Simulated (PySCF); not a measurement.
# C5H6O2Si: the cost of one run

The runs use PySCF 2.14.0, with density-fitted response routines of our own; the level of theory stands in each step. All values are computed, except where a source is named. Atoms are numbered from 0 throughout.

## 1. The starting structure

14 atoms, charge 0, multiplicity 1; geometry from: GFN2-xTB.

Bonds of the start (Å): O0–C1 1.21, C1–C2 1.49, C2–C3 1.33, C3–C4 1.49, C4–O5 1.21, C4–C6 1.50, C6–Si7 1.93, C6–C1 1.50, C2–H8 1.08, C3–H9 1.08, C6–H10 1.09, Si7–H11 1.46, Si7–H12 1.46, Si7–H13 1.46.

## 2. Excited states and response: PBE0/def2-SVPD

The job: settings as JSON, then the geometry in Å.

```
{"job": {"kind": "uv", "xc": "PBE0", "basis": "def2-SVPD", "nstates": 8, "ntriplets": 3}, "charge": 0, "multiplicity": 1}
O      0.710774     2.340425    -0.218682
C      0.705266     1.151052    -0.018812
C      1.781424     0.190093    -0.379149
C      1.519732    -1.013669     0.130565
C      0.239692    -0.989681     0.887457
O     -0.206774    -1.879567     1.568182
C     -0.377048     0.348783     0.631159
Si    -1.847316     0.148376    -0.603984
H      2.637175     0.486649    -0.960927
H      2.117400    -1.905416     0.051715
H     -0.777980     0.816238     1.529095
H     -2.834063    -0.702441     0.050942
H     -1.315511    -0.480200    -1.814627
H     -2.353447     1.488885    -0.875099
```

Method: TDDFT PBE0/def2-SVPD, vertical, gas phase, core orbitals frozen in the response.

Started as:

```bash
$ OMP_NUM_THREADS=1 python probes_run.py task.json out
```

One launch serves the whole session: the jobs run in the order shown.

Q: Estimate the wall time and peak memory of this job on 1 thread of Arm Neoverse N1, shared host.

About 81 s, with a peak of 0.86 GiB.
